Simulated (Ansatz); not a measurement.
# C9H19N: a ladder of functionals and wavefunction methods

The task here is to estimate one member of a computed series from the others.

Program: Ansatz 0.2.0, Gaussian basis. Level of theory: functionals in def2-TZVPP, the program's frozen cores in correlated methods. These are calculated values, not measurements.

Plan: PBE-D4, r2SCAN-D4, PBE0-D4, B3LYP-D4, ωB97X-V, ωB97M-V, B2PLYP; CCSD(T)/def2-TZVPP; MP2/def2-QZVPP; extrapolation to the limit.

## Structure used throughout

All runs share one geometry, relaxed beforehand with PBE0-D4 in a triple-zeta def2 set.

SMILES `CC1(C)CCCC(C)(C)N1`, 29 atoms, charge 0, spin multiplicity 1.

Atoms are counted from 1 here; the program's logs count them from 0.

Bond lengths: C1–C2 1.536 Å, C1–H11 1.091 Å, C1–H12 1.094 Å, C1–H13 1.094 Å, C2–C3 1.524 Å, C2–C4 1.548 Å, C2–N10 1.459 Å, C3–H14 1.093 Å, C3–H15 1.092 Å, C3–H16 1.095 Å, C4–C5 1.525 Å, C4–H17 1.093 Å, C4–H18 1.095 Å, C5–C6 1.517 Å, C5–H19 1.093 Å, C5–H20 1.094 Å, C6–C7 1.535 Å, C6–H21 1.094 Å and more. Angles: C2–C1–H11 112.2°, C2–C1–H12 110.3°, C2–C1–H13 110.7°, H11–C1–H12 107.3°, H11–C1–H13 108.2°, H12–C1–H13 107.9°, C1–C2–C3 107.8°, C1–C2–C4 110.1°, C1–C2–N10 114.5°, C3–C2–C4 109.7°, C3–C2–N10 106.3°, C4–C2–N10 108.3°, C2–C3–H14 110.7°, C2–C3–H15 110.1°, C2–C3–H16 111.0°, H14–C3–H15 108.8°, H14–C3–H16 107.7°, H15–C3–H16 108.4° and more.

Set-up of the first run:

File in.yaml:

```yaml
crystal:
  periodic: [false, false, false]
  atoms:
    - {symbol: C, position_ang: [0.689753, -0.778651, 1.884748]}
    - {symbol: C, position_ang: [0.838122, 0.396089, 0.906415]}
    - {symbol: C, position_ang: [2.214326, 1.013926, 1.123739]}
    - {symbol: C, position_ang: [-0.257945, 1.455632, 1.175414]}
    - {symbol: C, position_ang: [-1.353769, 1.456914, 0.114656]}
    - {symbol: C, position_ang: [-1.653346, 0.042984, -0.344849]}
    - {symbol: C, position_ang: [-0.441533, -0.565415, -1.064814]}
    - {symbol: C, position_ang: [-0.479117, -2.092397, -0.974197]}
    - {symbol: C, position_ang: [-0.471645, -0.174126, -2.541565]}
    - {symbol: N, position_ang: [0.776297, 0.022329, -0.502196]}
    - {symbol: H, position_ang: [-0.308611, -1.216795, 1.853298]}
    - {symbol: H, position_ang: [0.865894, -0.442677, 2.910760]}
    - {symbol: H, position_ang: [1.415798, -1.564914, 1.658197]}
    - {symbol: H, position_ang: [2.310554, 1.393977, 2.143579]}
    - {symbol: H, position_ang: [2.371061, 1.837375, 0.424516]}
    - {symbol: H, position_ang: [3.005942, 0.273514, 0.968006]}
    - {symbol: H, position_ang: [0.196677, 2.448722, 1.228349]}
    - {symbol: H, position_ang: [-0.697927, 1.264861, 2.159331]}
    - {symbol: H, position_ang: [-2.255058, 1.934421, 0.508813]}
    - {symbol: H, position_ang: [-1.034275, 2.053419, -0.744462]}
    - {symbol: H, position_ang: [-2.512567, 0.019433, -1.020819]}
    - {symbol: H, position_ang: [-1.925762, -0.570948, 0.520607]}
    - {symbol: H, position_ang: [-0.432806, -2.438911, 0.058433]}
    - {symbol: H, position_ang: [-1.397659, -2.483900, -1.421225]}
    - {symbol: H, position_ang: [0.364284, -2.529765, -1.518030]}
    - {symbol: H, position_ang: [0.441051, -0.509592, -3.041941]}
    - {symbol: H, position_ang: [-0.528741, 0.910207, -2.651759]}
    - {symbol: H, position_ang: [-1.324941, -0.628201, -3.052869]}
    - {symbol: H, position_ang: [1.585953, -0.527512, -0.760153]}
basis:
  gaussian: {orbitals: def2-TZVPP}
hamiltonian: {xc: pbe, dispersion: d4}
output: {forces: true, orbitals: {seedname: orbitals}}
```

Launch:

```sh
> ansatz run in.yaml --threads 4 --pin off --events-out ev --progress --plain --max-ram 66560MiB --backend cuda --devices 0, --max-vram 37GiB
```

Steps of the session up to this table: PBE-D4 (GGA); r2SCAN-D4 (meta-GGA); PBE0-D4 (hybrid); B3LYP-D4 (hybrid); ωB97X-V (range-separated); ωB97M-V (range-separated); B2PLYP (double hybrid); CCSD(T) in def2-TZVPP; MP2 in def2-QZVPP.

One table of the session follows, with a row left open; its other results are not shown here.

| method | atoms, summed (eV) | atomisation energy (kJ/mol) |
| --- | --- | --- |
| PBE-D4 | -10998.531 | 12004.8 |
| r2SCAN-D4 | -11009.071 | 11779.8 |
| PBE0-D4 | -11001.886 | 11868.0 |
| B3LYP-D4 | -11017.352 | 11767.9 |
| ωB97X-V | -11012.855 | 11793.0 |
| ωB97M-V | -11009.678 | 11803.9 |
| B2PLYP | -11006.631 | 11633.6 |
| HF/def2-TZVPP | -10969.765 | 8756.2 |
| MP2/def2-TZVPP | -10988.537 | 11644.6 |
| CCSD/def2-TZVPP | -10993.973 | 11354.2 |
| CCSD(T)/def2-TZVPP | ? | ? |
| MP2/CBS | -10991.760 | 11896.5 |
| CCSD(T)/CBS | -10997.755 | 11760.3 |

Q: Estimate the row for CCSD(T)/def2-TZVPP from the others.

**Answer.** atoms, summed (eV): -10994.532; atomisation energy (kJ/mol): 11508.5. In the column «atoms, summed (eV)» it lies between CCSD(T)/CBS (-10997.755) and CCSD/def2-TZVPP (-10993.973).
